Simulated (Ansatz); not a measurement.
# TaSi (rocksalt type): the cost of one run

Computed with Ansatz 0.2.0 (DFT, PBE, PAW with Ansatz's default frozen-core files, scalar-relativistic, unless a step's input says otherwise).

## 1. Starting point

The structure is cubic, space group Fm-3m (No. 225). Conventional cell: a = 5.141 Å, b = 5.141 Å, c = 5.141 Å, α = 90.00°, β = 90.00°, γ = 90.00°. Ta (site symmetry m-3m) is surrounded by 6 Si at 2.57 Å. Around Si (site symmetry m-3m) lie 6 Ta at 2.57 Å.

Structure file:

```cif
data_structure
_symmetry_space_group_name_H-M 'P 1'
_symmetry_Int_Tables_number 1
_cell_length_a 3.6353
_cell_length_b 3.6353
_cell_length_c 3.6353
_cell_angle_alpha 60.000
_cell_angle_beta 60.000
_cell_angle_gamma 60.000
_cell_volume 33.97
loop_
_atom_site_label
_atom_site_type_symbol
_atom_site_fract_x
_atom_site_fract_y
_atom_site_fract_z
_atom_site_occupancy
Ta1 Ta 0.00000 0.00000 0.00000 1
Si1 Si 0.50000 0.50000 0.50000 1
```

Atoms are numbered in the order of the input: Ta1, Si2.

## 2. Cell relaxed at zero pressure, PAW

Input file input.yaml:

```yaml
crystal:
  lattice:
    - [0.0, 2.5705160848, 2.5705160848]
    - [2.5705160848, 0.0, 2.5705160848]
    - [2.5705160848, 2.5705160848, 0.0]
  atoms:
    - { symbol: Ta, position: [0.0, 0.0, 0.0] }
    - { symbol: Si, position: [0.5, 0.5, 0.5] }
kpoints:
  mp_grid: { grid: [13, 13, 13] }
scf:
  occupations: { method: fermi_dirac, width: 0.1 }
hamiltonian:
  xc: pbe
  pseudopotentials: { kind: paw }
output:
  forces: true
  stress: true
relax:
  f_tol: 0.005
  max_steps: 40
  cell: {}
```

On the command line:

```bash
$ ansatz run input.yaml --threads 1 --pin off --max-ram 3584MiB --backend cpu --events-out ev --progress --plain --runs-dir out
```

**Question.** How long does this run take on 1 thread of Arm Neoverse V2, shared host, and how much memory does it need?

About 6.3 s, with a peak of 0.33 GiB.
